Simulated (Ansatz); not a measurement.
# SiHI3: how energies converge with the basis set

How large a basis does SiHI3 need? Two functionals are run in growing sets.

Program: Ansatz 0.2.0, Gaussian basis. Level of theory: one geometry, several basis sets. These are calculated values, not measurements.

Levels to be run: PBE0-D4/def2-SVP; ωB97M-V/def2-SVP; PBE0-D4/def2-QZVPP; ωB97M-V/def2-QZVPP; the functionals' def2-TZVPP values are taken from earlier runs.

1 further run of the same task is left out (for a known fault of the program).

## (1) Structure used throughout

An earlier PBE0-D4 in a triple-zeta def2 set relaxation fixed the geometry. I takes the def2 core potential; no spin-orbit term is included.

SMILES `I[SiH](I)I`, 5 atoms, charge 0, spin multiplicity 1.

Atoms are counted from 1 here; the program's logs count them from 0.

Bond lengths: I1–Si2 2.426 Å, Si2–I3 2.426 Å, Si2–I4 2.426 Å, Si2–H5 1.476 Å. Angles: I1–Si2–I3 110.6°, I1–Si2–I4 110.6°, I1–Si2–H5 108.3°, I3–Si2–I4 110.6°, I3–Si2–H5 108.3°, I4–Si2–H5 108.3°.

Coordinates:

```mol
HI3Si
  3D, bonds by distance, orders not assigned

  5  4  0  0  0  0  0  0  0  0999 V2000
   -1.4667   -0.1608    1.8529 I   0  0
    0.0704    0.1353   -0.0008 Si  0  0
    1.9125   -1.4357    0.1577 I   0  0
   -1.0868   -0.1159   -2.1185 I   0  0
    0.6205    1.5034    0.0674 H   0  0
  1  2  8  0
  2  3  8  0
  2  4  8  0
  2  5  8  0
M  END
```

## (2) PBE0-D4 in def2-SVP

Contents of in.yaml:

```yaml
crystal:
  periodic: [false, false, false]
  atoms:
    - {symbol: I, position_ang: [-1.466705, -0.160755, 1.852922]}
    - {symbol: Si, position_ang: [0.070368, 0.135316, -0.000806]}
    - {symbol: I, position_ang: [1.912482, -1.435735, 0.157674]}
    - {symbol: I, position_ang: [-1.086803, -0.115902, -2.118464]}
    - {symbol: H, position_ang: [0.620459, 1.503377, 0.067374]}
basis:
  gaussian: {orbitals: def2-SVP}
hamiltonian: {xc: pbe0, dispersion: d4}
output: {orbitals: {seedname: orbitals}}
```

Command:

```console
> ansatz run in.yaml --threads 4 --pin off --events-out ev --progress --plain --max-ram 10444MiB
```

The runs that follow: ωB97M-V in def2-SVP; PBE0-D4 in def2-QZVPP; ωB97M-V in def2-QZVPP.

**Question.** What will the summary of the whole plan be? Wanted: PBE0-D4: double and triple zeta above quadruple; ωB97M-V: double and triple zeta above quadruple.

The runs gave:

| quantity | value |
| --- | --- |
| PBE0-D4: double and triple zeta above quadruple | 4.03, 0.35 eV |
| ωB97M-V: double and triple zeta above quadruple | 4.08, 0.34 eV |

PBE0-D4 gains 3.67 eV from double to triple zeta, then 0.35 eV more. Total energies overstate the basis error of differences, where much of it tends to cancel.
